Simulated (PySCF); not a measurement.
**AlGeH4F (SMILES [F][AlH][GeH3]): levels of theory compared**

Aim: a comparison of 6 runs (HF/pcseg-1, HF/def2-SVP, B3LYP/6-31G*, r2SCAN/def2-SVP, M06-2X/def2-SVPD) of AlGeH4F. 

The calculation is run with PySCF 2.14.0.

1 further run of the same task is left out (set aside as unsound or not needed).

### Step 1. Starting point

AlGeH4F has 7 atoms, charge 0, and is taken as a singlet. As SMILES, `[F][AlH][GeH3]`. Geometry: relaxed at PBE0-D4/def2-TZVP.

Bond lengths: F1–Al2 1.652 Å, Al2–Ge3 2.469 Å, Al2–H4 1.581 Å, Ge3–H5 1.542 Å, Ge3–H6 1.538 Å, Ge3–H7 1.540 Å. Angles: F1–Al2–Ge3 116.9°, F1–Al2–H4 116.2°, Ge3–Al2–H4 126.9°, Al2–Ge3–H5 110.5°, Al2–Ge3–H6 112.6°, Al2–Ge3–H7 111.5°, H5–Ge3–H6 107.3°, H5–Ge3–H7 106.7°, H6–Ge3–H7 107.9°.

### Step 2. Energy and gradient at HF/pcseg-1 (run 1)

Input file job.py:

```python
from pyscf import gto

molecule = gto.M(
    atom=[
    ('F', (-2.002000, -1.487800, 0.716500)),
    ('Al', (-0.491500, -1.327100, 0.066600)),
    ('Ge', (0.428200, 0.960300, -0.065100)),
    ('H', (0.204000, -2.659900, -0.422600)),
    ('H', (0.095700, 1.599200, -1.428000)),
    ('H', (-0.136400, 1.887000, 1.024800)),
    ('H', (1.963300, 0.960200, 0.062300)),
],
    verbose=4,
    max_memory=1860,
    basis='pcseg-1',
)

mf = molecule.RHF()
mf.conv_tol = 1e-10
mf.kernel()
if not mf.converged:
    mf = mf.newton().run(mf.mo_coeff, mf.mo_occ)

etot = mf.e_tot
print(f'total energy: {etot:.8f} hartree')
grad = mf.nuc_grad_method().kernel()
dip = mf.dip_moment()
pop, q = mf.mulliken_pop()
```

Started as:

```
$ OMP_NUM_THREADS=1 python job.py
```

Standard output:

```text
PySCF version 2.14.0

[... 61 lines left out ...]
converged SCF energy = -2418.79312413912
total energy: -2418.79312414 hartree
[... 13 lines left out ...]
Dipole moment(X, Y, Z, Debye):  1.44982, -0.05023, -0.59305
[... 87 lines left out ...]
charge of    6H =     -0.00779
```

It took 37 s on 1 thread of Intel Xeon at 2.50GHz (Skylake/Cascade Lake), shared host; peak memory 0.16 GiB.

### Step 3. Energy and forces at HF/def2-SVP (run 2)

Input file run.py:

```python
import pyscf.grad
from pyscf import gto

mol = gto.M(
    atom=[
    ('F', (-2.002000, -1.487800, 0.716500)),
    ('Al', (-0.491500, -1.327100, 0.066600)),
    ('Ge', (0.428200, 0.960300, -0.065100)),
    ('H', (0.204000, -2.659900, -0.422600)),
    ('H', (0.095700, 1.599200, -1.428000)),
    ('H', (-0.136400, 1.887000, 1.024800)),
    ('H', (1.963300, 0.960200, 0.062300)),
],
    basis='def2-svp',
    verbose=4,
    max_memory=1860,
)

mf = mol.RHF()
mf.conv_tol = 1e-10
mf.kernel()
if not mf.converged:
    mf = mf.newton().run(mf.mo_coeff, mf.mo_occ)

etot = mf.e_tot
print('E = %.10f Eh' % etot)
grad = mf.Gradients().kernel()
mf.analyze()
```

Started as:

```
$ OMP_NUM_THREADS=1 python run.py
```

Standard output:

```text
PySCF version 2.14.0

[... 78 lines left out ...]
Nuclear Repulsion Energy =             223.950285976973362
[... 12 lines left out ...]
MO #7   energy= -26.2447079217975  occ= 2
[... 10 lines left out ...]
MO #18  energy= -1.62563373247619  occ= 2
[... 10 lines left out ...]
MO #29  energy= -0.384553689426445 occ= 2
[... 10 lines left out ...]
MO #40  energy= 0.431524161985811  occ= 0
[... 10 lines left out ...]
MO #51  energy= 0.731966871754955  occ= 0
[... 10 lines left out ...]
MO #62  energy= 1.62916448467109   occ= 0
[... 10 lines left out ...]
MO #73  energy= 2.19388229499166   occ= 0
[... 10 lines left out ...]
MO #84  energy= 3.88563687998604   occ= 0
[... 94 lines left out ...]
Dipole moment(X, Y, Z, Debye):  1.21405, -0.07989, -0.49699
```

Wall time 23 s (1 thread of Intel Xeon at 2.50GHz (Skylake/Cascade Lake), shared host); peak memory 0.16 GiB.

### Step 4. Energy and gradient at B3LYP/6-31G(d) (spherical functions) (run 3)

Input file run.py:

```python
import pyscf.grad
from pyscf import gto, dft

mol = gto.M(
    atom='''
F     -2.002000    -1.487800     0.716500
Al    -0.491500    -1.327100     0.066600
Ge     0.428200     0.960300    -0.065100
H      0.204000    -2.659900    -0.422600
H      0.095700     1.599200    -1.428000
H     -0.136400     1.887000     1.024800
H      1.963300     0.960200     0.062300
''',
    basis='6-31g*',
    max_memory=1860,
    verbose=4,
    charge=0,
)

mf = dft.RKS(mol)
mf.xc = 'b3lyp'
mf.conv_tol = 1e-10
mf.grids.level = 5
mf.kernel()
if not mf.converged:
    mf = mf.newton().run(mf.mo_coeff, mf.mo_occ)

e_tot = mf.e_tot
print('Final energy', e_tot)
grad = mf.Gradients().kernel()
mf.analyze()
```

Started as:

```
$ OMP_NUM_THREADS=1 python run.py
```

Standard output:

```text
PySCF version 2.14.0

[... 101 lines left out ...]
MO #2   energy= -56.0665369531286  occ= 2
[... 9 lines left out ...]
MO #12  energy= -4.16261162240867  occ= 2
[... 9 lines left out ...]
MO #22  energy= -0.557675175647759 occ= 2
[... 9 lines left out ...]
MO #32  energy= 0.00438557792932137 occ= 0
[... 9 lines left out ...]
MO #42  energy= 0.230992506594571  occ= 0
[... 9 lines left out ...]
MO #52  energy= 0.63079951984226   occ= 0
[... 9 lines left out ...]
MO #62  energy= 1.77314847688141   occ= 0
[... 9 lines left out ...]
MO #72  energy= 3.46617403798792   occ= 0
[... 82 lines left out ...]
Dipole moment(X, Y, Z, Debye):  1.01057, -0.00923, -0.41816
```

It took 66 s on 1 thread of Intel Xeon at 2.50GHz (Skylake/Cascade Lake), shared host; peak memory 0.7 GiB.

Runs 4 to 5 aren't shown in full; the table further down has their settings and results.

### Step 5. Energy and forces at M06-2X/def2-SVPD (run 6)

Input file input.py:

```python
from pyscf import gto, dft

system = gto.M(
    atom='''
F       -2.002000      -1.487800       0.716500
Al      -0.491500      -1.327100       0.066600
Ge       0.428200       0.960300      -0.065100
H        0.204000      -2.659900      -0.422600
H        0.095700       1.599200      -1.428000
H       -0.136400       1.887000       1.024800
H        1.963300       0.960200       0.062300
''',
    basis='def2-svpd',
    verbose=3,
    max_memory=1860,
    charge=0,
)

mf = dft.RKS(system, xc='m06-2x')
mf.conv_tol = 1e-10
mf.grids.level = 5
mf.kernel()
if not mf.converged:
    mf = mf.newton().run(mf.mo_coeff, mf.mo_occ)

energy = mf.e_tot
print('Final energy', energy)
grad = mf.nuc_grad_method().kernel()
dip = mf.dip_moment()
pop, q = mf.mulliken_pop()
```

Started as:

```
$ OMP_NUM_THREADS=1 python input.py
```

Standard output:

```text
converged SCF energy = -2421.27564495096
Final energy -2421.2756449509625
[... 10 lines left out ...]
Dipole moment(X, Y, Z, Debye):  1.27737,  0.10503, -0.50985
[... 125 lines left out ...]
charge of    6H =      0.08670
```

Run time: 2.4 min. Hardware: 1 thread of Intel Xeon at 2.50GHz (Skylake/Cascade Lake), shared host; peak memory 1.2 GiB.

### Step 6. Overview of the runs

| run | level | integration grid | Cartesian functions | energy (Eh) | dipole moment (D) | HOMO energy (eV) | LUMO energy (eV) | wall time |
| --- | --- | --- | --- | --- | --- | --- | --- | --- |
| 1 | HF/pcseg-1 | – | no | -2418.793124 | 1.57 | -10.54 | 0.83 | 37 s |
| 2 | HF/def2-SVP | – | no | -2418.695421 | 1.31 | -10.46 | 1.08 | 23 s |
| 3 | B3LYP/6-31G* (spherical functions) | 5 | no | -2421.504195 | 1.09 | -7.52 | -1.71 | 66 s |
| 4 | B3LYP/6-31G* (Cartesian functions) | 5 | yes | -2421.512018 | 1.09 | -7.52 | -1.72 | 70 s |
| 5 | r2SCAN/def2-SVP | 5 | no | -2421.245734 | 1.04 | -6.99 | -2.15 | 1.7 min |
| 6 | M06-2X/def2-SVPD | 5 | no | -2421.275645 | 1.38 | -8.90 | -1.17 | 2.4 min |

### Step 7. Outcome

| quantity | value |
| --- | --- |
| run 6: total energy | -2421.27564 Eh |
| run 6: dipole moment | 1.38 D |
| run 6: HOMO energy | -8.90 eV |
| run 6: LUMO energy | -1.17 eV |
| run 6: HOMO–LUMO gap | 7.72 eV |
| run 6: largest force on an atom | 0.769 eV/Å |

**Reading.** The dipole moment (its size) runs from 1.04 D (r2SCAN/def2-SVP) to 1.57 D (HF/pcseg-1). The two ends differ in method and basis. The HOMO–LUMO gap runs from 4.83 eV (r2SCAN/def2-SVP) to 11.55 eV (HF/def2-SVP). Exact exchange widens orbital gaps. Totals of different functionals can't be ranked against each other. All runs together took 7.3 min, the longest 2.4 min.
